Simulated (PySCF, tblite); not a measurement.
# C₃H₁₀Cl₂Si₃: geometry, infrared bands and NMR shifts

Aim: predict the infrared bands and NMR shifts of C₃H₁₀Cl₂Si₃ (`C=C(Cl)C[SiH2][SiH2][SiH2]Cl`).

Programs: tblite 0.8.0 and PySCF 2.14.0, with density-fitted response routines of our own. Each step states its level of theory. These are calculated values for one molecule in the gas phase, unless marked as measured. Atoms count from 0, in the outputs and in this text.

**1. The starting structure**

18 atoms, charge 0, multiplicity 1; geometry from: force field or distance geometry start.

Bonds of the start (Å): C0–C1 1.33, C1–Cl2 1.73, C1–C3 1.51, C3–Si4 1.86, Si4–Si5 2.30, Si5–Si6 2.29, Si6–Cl7 2.06, C0–H8 1.09, C0–H9 1.09, C3–H10 1.10, C3–H11 1.11, Si4–H12 1.49, Si4–H13 1.48, Si5–H14 1.49, Si5–H15 1.50, Si6–H16 1.48, Si6–H17 1.49.

**2. Optimising the geometry with GFN2-xTB**

What the job is given:

```
{"job": {"kind": "relax", "xc": "GFN2-xTB", "basis": "xTB"}, "charge": 0, "multiplicity": 1}
C     -3.225500    -0.465100     0.265200
C     -1.943000    -0.718500     0.042800
Cl    -1.449700    -1.439900    -1.448500
C     -0.854400    -0.524200     1.068700
Si     0.088900     1.075200     1.000900
Si     1.370400     1.242100    -0.902900
Si     2.731400    -0.596200    -0.923900
Cl     3.984300    -0.611200     0.710100
H     -3.575300    -0.054000     1.210000
H     -3.989700    -0.653400    -0.490100
H     -0.157900    -1.378300     1.036900
H     -1.307000    -0.590500     2.079300
H     -0.864000     2.223400     1.078100
H      0.974100     1.178000     2.185000
H      0.507600     1.299400    -2.112400
H      2.169600     2.505200    -0.866200
H      3.597300    -0.627200    -2.125900
H      1.934200    -1.858600    -0.852100
```

Launch:

```console
> OMP_NUM_THREADS=1 python probes_run.py task.json out
```

The driver reads the jobs from task.json and runs them one after another.

**Question.** This job is followed by: GFN2-xTB harmonic vibrations, gas phase; GIAO PBE0/pcSseg-1 NMR shielding, non-relativistic, gas phase. What will the session give for the following? strongest single infrared mode (GFN2-xTB); zero-point energy (GFN2-xTB); ¹³C shifts against TMS (PBE0/pcSseg-1); ¹H shifts against TMS (PBE0/pcSseg-1, means over atoms taken as alike); ³⁵Cl shifts against HCl (PBE0/pcSseg-1); ²⁹Si shifts against TMS (PBE0/pcSseg-1).

The runs gave:

```
                                                              quantity                                   value
                             strongest single infrared mode (GFN2-xTB)                   2212 cm⁻¹, 540 km/mol
                                          zero-point energy (GFN2-xTB)                           69.4 kcal/mol
                                ¹³C shifts against TMS (PBE0/pcSseg-1)                  155.9, 115.9, 27.0 ppm
¹H shifts against TMS (PBE0/pcSseg-1, means over atoms taken as alike)  5.50, 5.37, 5.26, 4.11, 3.54, 2.44 ppm
                               ³⁵Cl shifts against HCl (PBE0/pcSseg-1)                           274, -100 ppm
                               ²⁹Si shifts against TMS (PBE0/pcSseg-1)                -22.4, -64.1, -123.0 ppm
```

**Reading.** Over 147 steps the energy fell by 0.297 eV; of the close pairs, C3–Si4 changed most, 1.858 to 1.924 Å. No mode is imaginary among the 48: a minimum at this level. The strongest single mode, at 2212 cm⁻¹, moves mainly H16. Unscaled tight-binding wavenumbers are off by several per cent, some by more. Its intensities can rank the bands wrongly. The most deshielded carbon is C1 (fully substituted alkene carbon), at 155.9 ppm: as expected for a trigonal carbon in a double bond. At PBE0/pcSseg-1: Shielding is most anisotropic at Cl2 (span 426 ppm, paramagnetic term -474 ppm).
